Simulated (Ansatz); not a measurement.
**C₂H₆AlGaO: a ladder of functionals and wavefunction methods**

An exercise on one series of results from a longer session: the logs are not shown, and one member is left open.

Method: functionals in def2-TZVPP, the program's frozen cores in correlated methods; program: Ansatz 0.2.0, Gaussian basis.

Levels to be run: PBE-D4, r2SCAN-D4, PBE0-D4, B3LYP-D4, ωB97X-V, ωB97M-V, B2PLYP; CCSD(T)/def2-TZVPP; MP2/def2-QZVPP; extrapolation to the limit.

**The geometry**

An earlier PBE0-D4 in a triple-zeta def2 set relaxation fixed the geometry.

11 atoms, charge 0, spin multiplicity 1.

Atoms are counted from 1 here; the program's logs count them from 0.

Bond lengths: C1–C2 1.323 Å, C1–H6 1.081 Å, C1–H7 1.084 Å, C2–O3 1.357 Å, C2–H8 1.088 Å, O3–Ga4 2.021 Å, O3–Al5 1.852 Å, Ga4–H9 1.562 Å, Ga4–H10 1.670 Å, Ga4–H11 1.562 Å. Angles: C2–C1–H6 119.5°, C2–C1–H7 122.3°, H6–C1–H7 118.2°, C1–C2–O3 124.3°, C1–C2–H8 122.1°, O3–C2–H8 113.6°, C2–O3–Ga4 130.0°, C2–O3–Al5 132.6°, Ga4–O3–Al5 97.4°, O3–Ga4–H9 106.0°, O3–Ga4–H10 80.5°, O3–Ga4–H11 106.0°, H9–Ga4–H10 112.6°, H9–Ga4–H11 127.7°, H10–Ga4–H11 112.6°.

As a file:

```mol
C2H6AlGaO
  3D, bonds by distance, orders not assigned

 11 10  0  0  0  0  0  0  0  0999 V2000
   -0.3908    1.2263    1.3634 C   0  0
   -0.5089   -0.0831    1.2174 C   0  0
   -0.1388   -0.7650    0.1044 O   0  0
    0.6671   -0.0918   -1.6226 Ga  0  0
   -0.1966   -2.5607   -0.3435 Al  0  0
   -0.7113    1.6897    2.2858 H   0  0
    0.0196    1.8606    0.5867 H   0  0
   -0.9212   -0.7173    1.9993 H   0  0
   -0.4578    0.7264   -2.3322 H   0  0
    0.5915   -1.7233   -1.9699 H   0  0
    2.1126    0.3810   -1.2681 H   0  0
  1  2  8  0
  1  6  8  0
  1  7  8  0
  2  3  8  0
  2  8  8  0
  3  4  8  0
  3  5  8  0
  4  9  8  0
  4 10  8  0
  4 11  8  0
M  END
```

Set-up of the first run:

Contents of in.yaml:

```yaml
crystal:
  periodic: [false, false, false]
  atoms:
    - {symbol: C, position_ang: [-0.390786, 1.226298, 1.363352]}
    - {symbol: C, position_ang: [-0.508876, -0.083075, 1.217381]}
    - {symbol: O, position_ang: [-0.138754, -0.764999, 0.104371]}
    - {symbol: Ga, position_ang: [0.667131, -0.091805, -1.622615]}
    - {symbol: Al, position_ang: [-0.196596, -2.560692, -0.343486]}
    - {symbol: H, position_ang: [-0.711281, 1.689746, 2.285788]}
    - {symbol: H, position_ang: [0.019612, 1.860603, 0.586650]}
    - {symbol: H, position_ang: [-0.921201, -0.717254, 1.999264]}
    - {symbol: H, position_ang: [-0.457844, 0.726449, -2.332189]}
    - {symbol: H, position_ang: [0.591480, -1.723350, -1.969906]}
    - {symbol: H, position_ang: [2.112612, 0.380977, -1.268110]}
basis:
  gaussian: {orbitals: def2-TZVPP}
hamiltonian: {xc: pbe, dispersion: d4}
output: {forces: true, orbitals: {seedname: orbitals}}
```

Command:

```console
$ ansatz run in.yaml --threads 4 --pin off --events-out ev --progress --plain --max-ram 10444MiB
```

Among the steps run: PBE-D4 (GGA); r2SCAN-D4 (meta-GGA); PBE0-D4 (hybrid); B3LYP-D4 (hybrid); ωB97X-V (range-separated); ωB97M-V (range-separated); B2PLYP (double hybrid); CCSD(T) in def2-TZVPP; MP2 in def2-QZVPP.

One table of the session follows, with a row left open; its other results are not shown here.

It belongs to the step «Atomisation energies». 

```
            method  atomisation energy (kJ/mol)
            PBE-D4                            ?
         r2SCAN-D4                       3752.5
           PBE0-D4                       3725.2
          B3LYP-D4                       3727.1
           ωB97X-V                       3739.1
           ωB97M-V                       3745.1
            B2PLYP                       3688.1
     HF/def2-TZVPP                       2704.2
    MP2/def2-TZVPP                       3709.8
   CCSD/def2-TZVPP                       3605.3
CCSD(T)/def2-TZVPP                       3665.1
           MP2/CBS                       3788.5
       CCSD(T)/CBS                       3743.8
```

**Question.** Estimate the row for PBE-D4.

**Answer.** atomisation energy (kJ/mol): 3792.5. In the column «atomisation energy (kJ/mol)» it is the highest.

To keep in mind: Free atoms (2 C, 1 O, 1 Ga, 1 Al, 6 H) were run apart at each level; the atomisation energy is their sum less the molecule, without zero-point or spin-orbit terms.
